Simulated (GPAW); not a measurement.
Write an ASE script for GPAW 26.7.0 that does the following.

| Property | Result |
| --- | --- |
| Task | optical spectrum |
| Functional | GLLB-SC |
| Potentials or basis | the program's PAW data sets (release 1.2.1) made for this functional |
| Cutoff | 500 eV |
| Basis | pw |
| k mesh | 7 × 7 × 4 |
| Occupations | fermi-dirac, width 0.05 eV |
| Spin | no spin polarisation |
| Kernel | LR0.2 |
| Eta | 0.5 eV |
| Response ecut | 120 eV |
| Scissors | 0 eV |
| Omega2 | 20 eV |
| Maxiter | 50 |
| Response k mesh | 4 × 4 × 3 |
| Domega0 | 0.05 eV |
| Response bands | 49 |
| Directions | ["x", "z"] |
| Intraband | no |

The system is SnSe2.

```
Sn Se
1.0
     3.86115    0.00000    0.00000
    -1.93058    3.34385    0.00000
     0.00000    0.00000    6.21675
Sn Se
1 2
Direct
  0.00000 0.00000 0.00000
  0.66667 0.33333 0.75100
  0.33333 0.66667 0.24900
```

The cell isn't the ideal one: volume scaled by 1.04.

The input as run:

run.py

```python
from ase import Atoms
from ase.dft.bandgap import bandgap
from ase.io import write
from gpaw import GPAW, PW
from gpaw.response.df import DielectricFunction

atoms = Atoms(['Sn', 'Se', 'Se'],
              cell=[[3.861150488, 0.0, 0.0],
                    [-1.930575244, 3.3438544104, 0.0],
                    [0.0, 0.0, 6.2167461018]],
              scaled_positions=[[0.0, 0.0, 0.0],
                                [0.6666666667, 0.3333333333, 0.751],
                                [0.3333333333, 0.6666666667, 0.249]],
              pbc=True)

calc = GPAW(mode=PW(500),
            xc='GLLBSC',
            kpts={'size': (7, 7, 4), 'gamma': True},
            occupations={'name': 'fermi-dirac', 'width': 0.05},
            nbands=24,
            convergence={'density': 1e-06},
            maxiter=50,
            txt='gpaw.txt')
atoms.calc = calc
energy = atoms.get_potential_energy()
calc.write('gs.gpw')
write('result.traj', atoms)
print('Fermi level:', round(calc.get_fermi_level(), 4), 'eV')
print(f'Gap: {bandgap(calc)[0]:.4f} eV, direct: {bandgap(calc, direct=True)[0]:.4f} eV')

dense = calc.fixed_density(kpts={'size': (4, 4, 3), 'gamma': True},
                           nbands=55, convergence={'bands': 49},
                           update_fermi_level=True, txt='dense.txt')
dense.write('dense.gpw', mode='all')

df = DielectricFunction('dense.gpw', frequencies={'type': 'nonlinear', 'domega0': 0.05, 'omega2': 20},
                        eta=0.5, ecut=120, nbands=49, intraband=False, txt='df.txt')
for direction in ['x', 'z']:
    df.get_dielectric_function(xc='LR0.2', direction=direction, filename=f'df_{direction}.csv')
    e0, e = df.get_macroscopic_dielectric_constant(xc='LR0.2', direction=direction)
    print(f'{direction}: static eps {e0:.4f} without, {e:.4f} with local fields')
```

Potentials or basis: the program's PAW data sets (release 1.2.1) made for this functional, pw.

Command:

```console
$ OMP_NUM_THREADS=1 python run.py
```

Results of the run:

| Item | Value |
| --- | --- |
| Band gap on the k mesh, Kohn-Sham part alone | 1.02 eV, indirect (least direct gap 1.27 eV) |

Caveat: the k mesh is coarse (spacing up to 0.47 Å⁻¹), so the values aren't converged; a model potential gives levels but no total energy; with so narrow a direct gap the onset needs a denser k mesh; the long-wavelength limit can be off by a per cent or two; response on these states lacks terms of the Hamiltonian; spectra need much finer meshes, so this one isn't converged; independent-particle spectra lack excitons; spin-orbit coupling is left out, which moves the levels of the heavy elements; an odd mesh through Γ misses points on the zone boundary, where band edges often lie.

Run time: 64 s on 1 thread of Intel(R) Xeon(R) Platinum 8488C (Sapphire Rapids) (shared host), peak memory 1.7 GiB.
